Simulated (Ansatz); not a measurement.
# AlN (wurtzite): the cost of one run

Computed with Ansatz 0.2.0 (DFT HSE06, scalar-relativistic, plane waves, PAW, unless a step's input says otherwise).

**1. Starting point**

It takes space group P6_3mc (No. 186, hexagonal). The conventional cell has a = 3.066 Å, b = 3.066 Å, c = 4.909 Å, α = 90.00°, β = 90.00°, γ = 120.00°. Al (site symmetry 3m) is surrounded by 4 N at 1.86 to 1.88 Å. N (site symmetry 3m) has 4 Al at 1.86 to 1.88 Å as nearest neighbours.

Structure file:

```cif
data_structure
_symmetry_space_group_name_H-M 'P 1'
_symmetry_Int_Tables_number 1
_cell_length_a 3.0658
_cell_length_b 3.0658
_cell_length_c 4.9093
_cell_angle_alpha 90.000
_cell_angle_beta 90.000
_cell_angle_gamma 120.000
_cell_volume 39.96
loop_
_atom_site_label
_atom_site_type_symbol
_atom_site_fract_x
_atom_site_fract_y
_atom_site_fract_z
_atom_site_occupancy
Al1 Al 0.33333 0.66667 0.00000 1
Al2 Al 0.66667 0.33333 0.50000 1
N1 N 0.33333 0.66667 0.38200 1
N2 N 0.66667 0.33333 0.88200 1
```

**2. Relaxing cell and atoms: AlN (wurtzite), no spin, 10 GPa, volume × 0.958**

Contents of input.yaml:

```yaml
crystal:
  lattice:
    - [3.065835806, 0.0, 0.0]
    - [-1.532917903, 2.6550916919, 0.0]
    - [0.0, 0.0, 4.9092804868]
  atoms:
    - { symbol: Al, position: [0.3333333333, 0.6666666667, 0.0] }
    - { symbol: Al, position: [0.6666666667, 0.3333333333, 0.5] }
    - { symbol: "N", position: [0.3333333333, 0.6666666667, 0.382] }
    - { symbol: "N", position: [0.6666666667, 0.3333333333, 0.882] }
scf:
  occupations: { method: fixed }
output:
  forces: true
  stress: true
  eigenvalues: true
  write_density: true
  write_potential: true
  elf: true
  volumetric_format: npy
hamiltonian:
  xc: hse06
basis:
  ecutwfc: 520
kpoints:
  mp_grid: { grid: [6, 6, 4] }
relax:
  f_tol: 0.001
  max_steps: 60
  cell: { stress_tol: 0.01, p_target: 10 }
```

Started as:

```console
$ ansatz run input.yaml --threads 2 --pin off --max-ram 6144MiB --backend cpu --events-out ev --progress --plain --runs-dir out
```

**Question.** How long does this run take on 2 threads of Arm Neoverse V2, shared host, and how much memory does it need?

About 85 s, with a peak of 1.2 GiB.
